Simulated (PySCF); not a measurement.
# C7H8O2: the cost of one run

Programs: PySCF 2.14.0, with routines of our own; each step states its level. All values are computed. Atoms count from 0.

### 1 The system as given

17 atoms, charge 0, multiplicity 1; geometry from: GFN2-xTB.

### 2 Magnetic properties: GIAO PBE0/pcSseg-1

Job settings and geometry (Å):

```
{"job": {"kind": "mag", "xc": "PBE0", "basis": "pcSseg-1", "isotopologues": 0}, "charge": 0, "multiplicity": 1}
C     -2.828843    -0.605223    -0.503524
C     -1.515921    -0.481915    -0.512700
C     -0.705542    -0.007861     0.657866
C     -0.051504     1.370849     0.376700
C      1.403732     1.035029     0.412191
C      1.550404    -0.265353     0.707260
C      2.784983    -1.031047     0.850471
O      3.894334    -0.578669     0.716927
O      0.372810    -0.926363     0.898743
H     -3.412708    -0.381634     0.374379
H     -3.375448    -0.929189    -1.372086
H     -0.934017    -0.714606    -1.394384
H     -1.326003     0.010487     1.560783
H     -0.312640     2.113907     1.132876
H     -0.355344     1.764077    -0.596460
H      2.196297     1.732900     0.232047
H      2.608411    -2.093358     1.098463
```

Method: GIAO PBE0/pcSseg-1 magnetisability, rotational g tensor and spin-rotation constants, non-relativistic, gas phase.

Started as:

```
$ OMP_NUM_THREADS=1 python excited_run.py task.json out
```

One launch serves the whole session: the jobs run in the order shown.

Q: Estimate the wall time and peak memory of this first job on 1 thread of Intel Xeon 6975P-C, shared host.

About 35 s, with a peak of 0.89 GiB.
